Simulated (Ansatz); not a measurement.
Sn, space group Fd-3m: an all-electron equation of state, run with Ansatz 0.2.0, Python API.

Script `sn_eos_lapw.py`:
```python
"""E(V) of Sn on LAPW."""

import ansatz as az
from ase.eos import EquationOfState
from ase.units import GPa
import numpy as np

XC = "pbesol"
SMEARING = "Fermi-Dirac"
MESH = (8, 8, 8)

vectors0 = np.array([
    [0.0, 3.233343, 3.233343],
    [3.233343, 0.0, 3.233343],
    [3.233343, 3.233343, 0.0],
])
sites = [
    ("Sn", (0.0, 0.0, 0.0)),
    ("Sn", (0.25, 0.25, 0.25)),
]


def build(cell):
    crystal = az.Crystal(lattice=az.Lattice.of(cell))
    for symbol, position in sites:
        crystal = crystal.atom(symbol, position)
    return crystal


def main() -> None:
    volumes, energies = [], []
    for scale in np.linspace(0.94, 1.06, 7):
        cell = vectors0 * scale ** (1 / 3)
        calculation = (
            build(cell).calculation()
            .functional(XC)
            .occupations(SMEARING)
            .kpoints(*MESH)
            .pseudopotentials("all_electron", lapw=True)
        )
        data = calculation.run(threads=1, backend="cpu").report
        volumes.append(abs(np.linalg.det(cell)) / len(sites))
        energies.append(data["free_energy_ev"] / len(sites))
        print(f"{scale:.3f} {volumes[-1]:9.4f} A^3/atom {energies[-1]:16.5f} eV/atom  (estimated basis error {1000 * data['lapw_basis_errors']['total_ev_per_atom']:.2f} meV/atom)")
    v0, e0, bulk = EquationOfState(volumes, energies, eos="birchmurnaghan").fit()
    print(f"V0 = {v0:.4f} A^3/atom, B0 = {bulk / GPa:.1f} GPa")


if __name__ == "__main__":
    main()
```

Its results, one of them left out:

| V (Å³/atom) | F less the lowest row shown (meV/atom) |
| --- | --- |
| 31.775 | ? |
| 32.451 | 27.93 |
| 33.127 | 14.53 |
| 33.803 | 5.73 |
| 34.479 | 1.03 |
| 35.155 | 0.00 |
| 35.831 | 2.24 |

What is the missing energy at 31.775 Å³ an atom?

A third-order Birch-Murnaghan fit, E = E0 + (9 V0 B0 / 16) [(t - 1)³ B' + (t - 1)² (6 - 4t)] with t = (V0/V)^(2/3), through the 6 rows shown gives V0 = 35.019 Å³, B0 = 41.0 GPa, B' = 4.90 and E0 = -0.07 meV. At V = 31.775 Å³, t = 1.06696, and the fit extrapolates to 46.50 meV. The run gave 46.49 meV, a miss of 0.01 meV.

Hardware and time: 77 s on 1 thread of Arm Neoverse V2, on a shared host, peak memory 0.43 GiB.
